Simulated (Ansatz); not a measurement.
# BGe2H8N: vertical spin-state energies from a Python script

Wanted for BGe2H8N: vertical spin-state energies. SMILES: B[N]([GeH3])[GeH3].

All numbers are computed with Ansatz 0.2.0 through its Python package. Level of theory: PBE/def2-TZVP.

### 1 Starting point

Bond lengths: B1–N2 1.522 Å, N2–Ge3 1.866 Å, N2–Ge4 1.866 Å, B1–H5 1.181 Å, B1–H6 1.184 Å, Ge3–H7 1.550 Å, Ge3–H8 1.550 Å, Ge3–H9 1.551 Å, Ge4–H10 1.550 Å, Ge4–H11 1.551 Å, Ge4–H12 1.550 Å. Angles (14 of 18 angles, heavy atoms first): B1–N2–Ge3 107.5°, B1–N2–Ge4 107.5°, Ge3–N2–Ge4 107.1°, N2–B1–H5 119.7°, N2–B1–H6 120.9°, N2–Ge3–H7 109.4°, N2–Ge3–H8 109.5°, N2–Ge3–H9 109.9°, N2–Ge4–H10 109.5°, N2–Ge4–H11 109.9°, N2–Ge4–H12 109.4°, H5–B1–H6 119.4°, H7–Ge3–H8 109.2°, H7–Ge3–H9 109.3°.

The script holds or builds the structure itself.

### 2 Script

spin.py

```python
"""Gap between spin states of BGe2H8N at one geometry."""

import ansatz as az

system = (
    az.Crystal.molecule()
    .atom("B", [0.1032, 1.6775, -0.059])
    .atom("N", [0.0153, 0.3516, 0.684])
    .atom("Ge", [1.4609, -0.6946, 0.1368])
    .atom("Ge", [-1.5369, -0.5111, 0.1097])
    .atom("H", [0.1596, 2.6872, 0.5505])
    .atom("H", [0.116, 1.7111, -1.242])
    .atom("H", [1.3834, -2.0814, 0.8248])
    .atom("H", [2.7864, 0.0012, 0.5393])
    .atom("H", [1.4233, -0.8827, -1.4021])
    .atom("H", [-2.7747, 0.3416, 0.4891])
    .atom("H", [-1.4949, -0.7041, -1.4285])
    .atom("H", [-1.6416, -1.8962, 0.7975])
)

setup = system.calculation().basis(gaussian="def2-TZVP").functional("pbe")
found = {}
for unpaired in [0, 2]:
    report = setup.spin("collinear", total=unpaired).run(threads=1, backend="cpu").report
    s = unpaired / 2
    found[unpaired] = report["free_energy_ev"]
    print(f"2S+1 = {unpaired + 1}: E = {found[unpaired]:.5f} eV, <S^2> = {abs(report['mean_field']['state']['spin_squared']):.3f} (pure state {s * (s + 1):.2f})")
lowest = min(found, key=found.get)
for unpaired, e in found.items():
    print(f"multiplicity {unpaired + 1}: {(e - found[lowest]):.3f} eV above the lowest")
```

### 3 The input behind the calls

The engine receives this input (first run):

```yaml
crystal:
  periodic: [false, false, false]
  atoms:
    - { symbol: B, position_ang: [0.1032, 1.6775, -0.059] }
    - { symbol: "N", position_ang: [0.0153, 0.3516, 0.684] }
    - { symbol: Ge, position_ang: [1.4609, -0.6946, 0.1368] }
    - { symbol: Ge, position_ang: [-1.5369, -0.5111, 0.1097] }
    - { symbol: H, position_ang: [0.1596, 2.6872, 0.5505] }
    - { symbol: H, position_ang: [0.116, 1.7111, -1.242] }
    - { symbol: H, position_ang: [1.3834, -2.0814, 0.8248] }
    - { symbol: H, position_ang: [2.7864, 0.0012, 0.5393] }
    - { symbol: H, position_ang: [1.4233, -0.8827, -1.4021] }
    - { symbol: H, position_ang: [-2.7747, 0.3416, 0.4891] }
    - { symbol: H, position_ang: [-1.4949, -0.7041, -1.4285] }
    - { symbol: H, position_ang: [-1.6416, -1.8962, 0.7975] }
basis:
  gaussian:
    orbitals: def2-TZVP
hamiltonian:
  xc: pbe
magnetization:
  spin_polarized: true
  initial_magnetization: 0.0
```

### 4 The run

Launch:

```sh
python spin.py
```

Standard output:

```text
2S+1 = 1: E = -115312.77414 eV, <S^2> = 0.000 (pure state 0.00)
2S+1 = 3: E = -115309.53642 eV, <S^2> = 2.004 (pure state 2.00)
multiplicity 1: 0.000 eV above the lowest
multiplicity 3: 3.238 eV above the lowest
```

Wall time 42 s (1 thread of Arm Neoverse V2, shared host); peak memory 0.43 GiB.

### 5 What changed from run to run

The engine's inputs for the other runs:

Run 2, against run 1:

```diff
@@ -23 +23 @@
-  initial_magnetization: 0.0
+  initial_magnetization: 2.0
```

### 6 Run by run

One row for each of the 2 runs:

| run | 2S+1 | energy from run 1 (eV) | <S²> | SCF cycles | CPU time (s) |
| --- | --- | --- | --- | --- | --- |
| 1 | 1 | 0.0000 | 0.00 | 18 | 17 |
| 2 | 3 | 3.2377 | 2.00 | 29 | 25 |

### 7 Outcome

```
        quantity             value
   runs compared                 2
          lowest  run 1 (2S+1 = 1)
next above it by          3.238 eV
```

In order: multiplicity 1 (+0.00 eV) and multiplicity 3 (+3.24 eV), all at the one geometry. The geometry is a force-field or estimated start, not a minimum of this method, and the basis set is short of its limit. All parts are taken at fixed geometry, without zero-point energy.
